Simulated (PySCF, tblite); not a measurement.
# C6H9GeNS: geometry, infrared bands and NMR shifts

What infrared bands and NMR shifts should C6H9GeNS (`CSc1cc[c]([GeH3])cn1`) show?

Programs: tblite 0.8.0 and PySCF 2.14.0, with density-fitted response routines of our own. Each step states its level of theory. These are calculated values for one molecule in the gas phase, unless marked as measured. Atoms count from 0, in the outputs and in this text.

## 1. Starting geometry

18 atoms, charge 0, multiplicity 1; geometry from: force field or distance geometry start.

Bonds of the start (Å): C0–S1 1.81, S1–C2 1.78, C2–C3 1.40, C3–C4 1.39, C4–C5 1.41, C5–Ge6 1.92, C5–C7 1.39, C7–N8 1.36, N8–C2 1.36, C0–H9 1.11, C0–H10 1.10, C0–H11 1.11, C3–H12 1.09, C4–H13 1.07, Ge6–H14 1.56, Ge6–H15 1.56, Ge6–H16 1.54, C7–H17 1.09.

## 2. Relaxing the molecule with GFN2-xTB

Job settings and geometry (Å):

```
{"job": {"kind": "relax", "xc": "GFN2-xTB", "basis": "xTB"}, "charge": 0, "multiplicity": 1}
C      3.475900     0.124700    -0.629300
S      2.834800    -1.434200     0.042300
C      1.153600    -0.868000     0.123600
C      0.655800    -0.231500     1.263900
C     -0.670100     0.196800     1.310300
C     -1.492900     0.013300     0.182300
Ge    -3.325000     0.577000     0.219500
C     -0.961400    -0.624900    -0.938400
N      0.331400    -1.051500    -0.950000
H      2.977200     0.340400    -1.599000
H      4.559400     0.040900    -0.784800
H      3.263500     0.955200     0.082000
H      1.291200    -0.092200     2.143600
H     -1.051300     0.679400     2.189400
H     -3.473400     1.819900     1.147600
H     -4.204700    -0.581900     0.779000
H     -3.783100     0.945500    -1.207600
H     -1.589500    -0.802600    -1.813000
```

The run is started by

```bash
> OMP_NUM_THREADS=1 python probes_run.py task.json out
```

This one command runs all jobs of the session in turn.

**Question.** This job is followed by: GFN2-xTB harmonic vibrations, gas phase; GIAO PBE0/pcSseg-1 NMR shielding, non-relativistic, gas phase. Predict these results of the whole session: strongest single infrared mode (GFN2-xTB); zero-point energy (GFN2-xTB); ¹³C shifts against TMS (PBE0/pcSseg-1); ¹H shifts against TMS (PBE0/pcSseg-1, means over atoms taken as alike); ³³S shifts against CS2 (PBE0/pcSseg-1); ⁷³Ge shifts against GeMe4 (PBE0/pcSseg-1); ¹⁵N shifts against NH3 (PBE0/pcSseg-1).

As calculated:

| quantity | value |
| --- | --- |
| strongest single infrared mode (GFN2-xTB) | 776 cm⁻¹, 647 km/mol |
| zero-point energy (GFN2-xTB) | 78.4 kcal/mol |
| ¹³C shifts against TMS (PBE0/pcSseg-1) | 169.4, 159.9, 147.7, 125.8, 123.8, 16.5 ppm |
| ¹H shifts against TMS (PBE0/pcSseg-1, means over atoms taken as alike) | 8.74, 7.80, 7.36, 4.08, 2.75 ppm |
| ³³S shifts against CS2 (PBE0/pcSseg-1) | 41 ppm |
| ⁷³Ge shifts against GeMe4 (PBE0/pcSseg-1) | -237 ppm |
| ¹⁵N shifts against NH3 (PBE0/pcSseg-1) | 330.8 ppm |

In words: The optimisation took 106 steps and gained 0.610 eV; among the close pairs (by a distance rule), Ge6–H15 changed most, from 1.559 to 1.494 Å. The lowest mode is imaginary (75i cm⁻¹), so the xTB geometry is not a minimum. The strongest single mode, at 776 cm⁻¹, has its largest shares on H16, H15 and H14 (the list is cut at 3 atoms). GFN2-xTB is a fitted tight-binding method: band positions and strengths are rough. Its intensities can rank the bands wrongly. At PBE0/pcSseg-1: The widest tensor belongs to N8: span 621 ppm, with a paramagnetic part of -397 ppm. NICS(1)zz of -23 ppm above the planar ring from C2 marks a diatropic (aromatic) ring current. Spin-orbit coupling is left out, which matters for shieldings and couplings at and beside the heavy atoms.
